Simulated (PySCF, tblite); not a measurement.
**C7H10FN: geometry, infrared bands and NMR shifts**

What infrared bands and NMR shifts should C7H10FN (`CC[C@@H]1C[C@@H](C#N)[C@H]1F`) show?

Computed with tblite 0.8.0 and PySCF 2.14.0, with density-fitted response routines of our own, on a single molecule in the gas phase. Atoms count from 0, in the outputs and in this text.

**1. Starting geometry**

19 atoms, charge 0, multiplicity 1; geometry from: force field or distance geometry start.

Bonds of the start (Å): C0–C1 1.52, C1–C2 1.50, C2–C3 1.55, C3–C4 1.54, C4–C5 1.45, C5–N6 1.16, C4–C7 1.56, C7–F8 1.35, C7–C2 1.55, C0–H9 1.09, C0–H10 1.10, C0–H11 1.08, C1–H12 1.11, C1–H13 1.10, C2–H14 1.11, C3–H15 1.10, C3–H16 1.11, C4–H17 1.10, C7–H18 1.10.

**2. Relaxing the molecule with GFN2-xTB**

What the job is given:

```
{"job": {"kind": "relax", "xc": "GFN2-xTB", "basis": "xTB"}, "charge": 0, "multiplicity": 1}
C      2.518800    -0.160700    -0.351800
C      1.406200    -0.381000     0.664300
C      0.128500     0.283500     0.235000
C     -1.124700     0.002400     1.099200
C     -1.971900    -0.059800    -0.180900
C     -2.642800     1.177400    -0.545700
N     -3.189000     2.169300    -0.802500
C     -0.650000    -0.353900    -0.947900
F     -0.486400     0.230100    -2.155100
H      2.690900     0.910300    -0.492700
H      2.237500    -0.588600    -1.323000
H      3.439100    -0.627500    -0.017400
H      1.724000     0.027700     1.648700
H      1.266400    -1.463000     0.812500
H      0.264100     1.376100     0.088700
H     -1.381800     0.776200     1.843900
H     -1.088300    -0.962000     1.640800
H     -2.670300    -0.909500    -0.200400
H     -0.480100    -1.437700    -1.023200
```

The run is started by

```
OMP_NUM_THREADS=1 python probes_run.py task.json out
```

The driver reads the jobs from task.json and runs them one after another.

**Question.** This job is followed by: GFN2-xTB harmonic vibrations, gas phase; GIAO PBE0/pcSseg-1 NMR shielding, non-relativistic, gas phase. What will the session give for the following? strongest single infrared mode (GFN2-xTB); zero-point energy (GFN2-xTB); 13C shifts against TMS (PBE0/pcSseg-1); 1H shifts against TMS (PBE0/pcSseg-1, means over atoms taken as alike); 15N shifts against NH3 (PBE0/pcSseg-1); 19F shifts against CFCl3 (PBE0/pcSseg-1); surface potential, 1st and 99th percentile.

The runs gave:

| quantity | value |
| --- | --- |
| strongest single infrared mode (GFN2-xTB) | 2409 cm⁻¹, 196 km/mol |
| zero-point energy (GFN2-xTB) | 97.8 kcal/mol |
| 13C shifts against TMS (PBE0/pcSseg-1) | 123.3, 93.2, 47.7, 32.4, 27.6, 25.3, 13.7 ppm |
| 1H shifts against TMS (PBE0/pcSseg-1, means over atoms taken as alike) | 4.62, 3.08, 2.70, 2.23, 1.68, 1.42, 1.13, 1.12 ppm |
| 15N shifts against NH3 (PBE0/pcSseg-1) | 307.6 ppm |
| 19F shifts against CFCl3 (PBE0/pcSseg-1) | -188.7 ppm |
| surface potential, 1st and 99th percentile | -1.84 V and 1.40 V |

Over 66 steps the energy fell by 0.143 eV; of the close pairs, C1–H12 changed most, 1.112 to 1.092 Å. No mode is imaginary among the 51: a minimum at this level. The strongest single mode, at 2409 cm⁻¹, moves mainly C5 and N6. GFN2-xTB is a fitted tight-binding method: band positions and strengths are rough. Its intensities can rank the bands wrongly. C5 (nitrile carbon) lies farthest downfield among carbon, at 123.3 ppm; typical of a nitrile. H18 (hydrogen on an sp3 CH bonded to F) lies farthest downfield among hydrogen, at 4.62 ppm; its carbon carries F, which withdraws density. At PBE0/pcSseg-1: The largest span, 504 ppm, is at N6, where the paramagnetic term is -380 ppm.
